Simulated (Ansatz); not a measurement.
# C2H9GaSe: one species, many methods

An exercise on one series of results from a longer session: the logs are not shown, and one member is left open.

Method: functionals in def2-TZVPP, the program's frozen cores in correlated methods; program: Ansatz 0.2.0, Gaussian basis.

The runs, in order: LDA (SPW92), PBE-D4, revPBE-D4, BLYP-D4, r2SCAN-D4, B97M-V, PBE0-D4, B3LYP-D4, r2SCANh-D4, r2SCAN0-D4, HSE06-D4, BHLYP-D4, CAM-B3LYP-D4, LC-ωPBE, ωB97X-V, ωB97M-V, B2PLYP, PBE-QIDH; CCSD(T)/def2-SVP; CCSD(T)/def2-TZVPP; MP2/def2-QZVPP; extrapolation to the limit; RPA on PBE.

## The geometry

An earlier PBE0-D4 in a triple-zeta def2 set relaxation fixed the geometry.

SMILES `[CH3][GaH-]([CH3])[SeH2+]`, 13 atoms, charge 0, spin multiplicity 1.

Atoms are counted from 1 here; the program's logs count them from 0.

Bond lengths: C1–Ga2 1.985 Å, C1–H5 1.094 Å, C1–H6 1.093 Å, C1–H7 1.092 Å, Ga2–C3 1.985 Å, Ga2–Se4 2.780 Å, Ga2–H8 1.585 Å, C3–H9 1.095 Å, C3–H10 1.093 Å, C3–H11 1.092 Å, Se4–H12 1.468 Å, Se4–H13 1.469 Å. Angles: Ga2–C1–H5 109.2°, Ga2–C1–H6 112.0°, Ga2–C1–H7 112.3°, H5–C1–H6 107.2°, H5–C1–H7 107.3°, H6–C1–H7 108.6°, C1–Ga2–C3 119.4°, C1–Ga2–Se4 96.7°, C1–Ga2–H8 118.9°, C3–Ga2–Se4 98.8°, C3–Ga2–H8 118.7°, Se4–Ga2–H8 92.1°, Ga2–C3–H9 109.4°, Ga2–C3–H10 111.8°, Ga2–C3–H11 112.3°, H9–C3–H10 107.3°, H9–C3–H11 107.2°, H10–C3–H11 108.6° and more.

Set-up of the first run:

in.yaml reads:

```yaml
crystal:
  periodic: [false, false, false]
  atoms:
    - {symbol: C, position_ang: [-1.183136, 1.505830, -0.593001]}
    - {symbol: Ga, position_ang: [-0.293926, -0.266229, -0.687722]}
    - {symbol: C, position_ang: [1.676768, -0.379246, -0.475193]}
    - {symbol: Se, position_ang: [-1.045590, -1.142513, 1.840717]}
    - {symbol: H, position_ang: [-1.063344, 2.020776, -1.551209]}
    - {symbol: H, position_ang: [-0.741233, 2.145252, 0.175224]}
    - {symbol: H, position_ang: [-2.255100, 1.421007, -0.402404]}
    - {symbol: H, position_ang: [-1.052738, -1.466254, -1.393294]}
    - {symbol: H, position_ang: [2.161111, -0.091844, -1.413683]}
    - {symbol: H, position_ang: [2.041304, 0.300200, 0.299399]}
    - {symbol: H, position_ang: [2.009755, -1.391635, -0.235861]}
    - {symbol: H, position_ang: [-0.171371, -2.321875, 1.842239]}
    - {symbol: H, position_ang: [-0.062100, -0.368267, 2.609689]}
basis:
  gaussian: {orbitals: def2-TZVPP}
hamiltonian: {xc: lda}
output: {orbitals: {seedname: orbitals}}
```

Steps of the session up to this table: LDA; PBE-D4 (GGA); revPBE-D4 (GGA); BLYP-D4 (GGA); r2SCAN-D4 (meta-GGA); B97M-V (meta-GGA); PBE0-D4 (hybrid); B3LYP-D4 (hybrid); r2SCANh-D4 (hybrid); r2SCAN0-D4 (hybrid); HSE06-D4 (hybrid); BHLYP-D4 (hybrid); CAM-B3LYP-D4 (range-separated); LC-ωPBE (range-separated); ωB97X-V (range-separated); ωB97M-V (range-separated); B2PLYP (double hybrid); PBE-QIDH (double hybrid).

One table of the session follows, with a row left open; its other results are not shown here.

It belongs to the step «Frontier levels by functional». 

| functional | HOMO (eV) | gap (eV) |
| --- | --- | --- |
| LDA (SPW92) | -6.16 | 4.49 |
| PBE-D4 | -5.99 | 4.43 |
| revPBE-D4 | -5.93 | 4.42 |
| BLYP-D4 | -5.85 | 4.35 |
| r2SCAN-D4 | -6.24 | 4.92 |
| B97M-V | -6.30 | 4.90 |
| PBE0-D4 | -7.21 | 6.56 |
| B3LYP-D4 | -6.98 | 6.06 |
| r2SCANh-D4 | -6.69 | 5.70 |
| r2SCAN0-D4 | -7.38 | 6.88 |
| HSE06-D4 | -6.81 | 5.78 |
| BHLYP-D4 | ? | ? |
| CAM-B3LYP-D4 | -8.56 | 8.98 |
| LC-ωPBE | -9.94 | 11.61 |
| ωB97X-V | -9.56 | 11.04 |
| ωB97M-V | -9.44 | 10.73 |

Q: Estimate the row for BHLYP-D4 from the others.

Worked estimate for «HOMO (eV)». Against the share of exact exchange, BLYP-D4 (0, -5.85), B3LYP-D4 (0.2, -6.98) give a slope of -5.65 per unit share; at 0.5 the line stands at -8.67.

The run gave: HOMO (eV): -8.32; gap (eV): 8.58. In «HOMO (eV)» the line misses by -0.35.
